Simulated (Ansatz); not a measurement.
This script makes a comparison of norm-conserving and PAW potentials of Sn, space group Im-3m with the Python package of Ansatz (0.2.0).

The script, `run_nc_paw.py`:
```python
import ansatz
import numpy as np


def count_gap(report):
    # lowest empty less highest filled band, counting bands; zero where they overlap
    return max(report.get('gap_by_band_count_ev') or 0.0, 0.0)

lattice = ansatz.Lattice.of(
    (-1.89465, 1.89465, 1.89465),
    (1.89465, -1.89465, 1.89465),
    (1.89465, 1.89465, -1.89465),
)
sites = [
    ('Sn', (0.0, 0.0, 0.0)),
]
system = ansatz.Crystal(lattice=lattice)
for symbol, position in sites:
    system = system.atom(symbol, position)

setup = (
    system.calculation()
    .functional(ansatz.Functional.PBESOL)
    .kpoints(10, 10, 10)
    .occupations('Fermi-Dirac', width=0.05)
    .stress()
    .forces()
    .band_table()
)
variants = {
    'PAW': setup.pseudopotentials('paw'),
    'norm-conserving': setup.pseudopotentials('nc'),
}
rows = []
for label, variant in variants.items():
    summary = variant.run(threads=1, pin='off').report
    levels = np.array(summary['eigenvalues_ev'][0]) - summary['fermi_energy_ev']
    print(label, 'levels at the first k-point near E_F:', np.round(levels[np.abs(levels) < 5], 3))
    rows.append((label, summary['n_electrons'], np.trace(summary['stress_gpa']) / 3, count_gap(summary)))
lines = [','.join(['treatment', 'electrons in bands', 'P GPa', 'gap by band count eV'])] + [','.join(f'{v:.4f}' if isinstance(v, float) else str(v) for v in row) for row in rows]
print('\n'.join(lines))
with open('nc_paw.csv', 'w') as handle:
    handle.write('\n'.join(lines) + '\n')
```

How well do the two treatments of the cores agree on the pressure?

PAW gives -2.177 GPa and norm-conserving -2.210 GPa, 0.034 GPa apart. They took 0.8 and 1.9 s of processor time.

What the script printed:

```console
$ python run_nc_paw.py
DeckWarning: basis.ecutwfc = 420 eV, auto-derived from the records' recommended cutoffs: set by Sn (normal level)
PAW levels at the first k-point near E_F: []
DeckWarning: basis.ecutwfc = 979.609905 eV, auto-derived from the records' recommended cutoffs: set by Sn (normal level)
norm-conserving levels at the first k-point near E_F: []
treatment,electrons in bands,P GPa,gap by band count eV
PAW,14.0000,-2.1766,0.0000
norm-conserving,14.0000,-2.2102,0.0000
```
(Warnings from the package without file and line.)

Reading the output:
- The computed bands are complete only to about 3.9 eV above the Fermi level.
- The mesh is modest for a metal, so energies can be off by several to tens of meV an atom and pressures by half a GPa or more; differences at equal mesh fare better.
- A gap by band count of zero or less means overlapping bands, a metal.
- This isn't the structure that Sn takes at ambient conditions.
- Gaps and levels are Kohn-Sham values on a finite set of k-points, without spin-orbit coupling.
- Stress is positive in compression.
- Hardware and time: 3.2 s on 1 thread of Arm Neoverse V2 (shared host), peak memory 0.4 GiB.
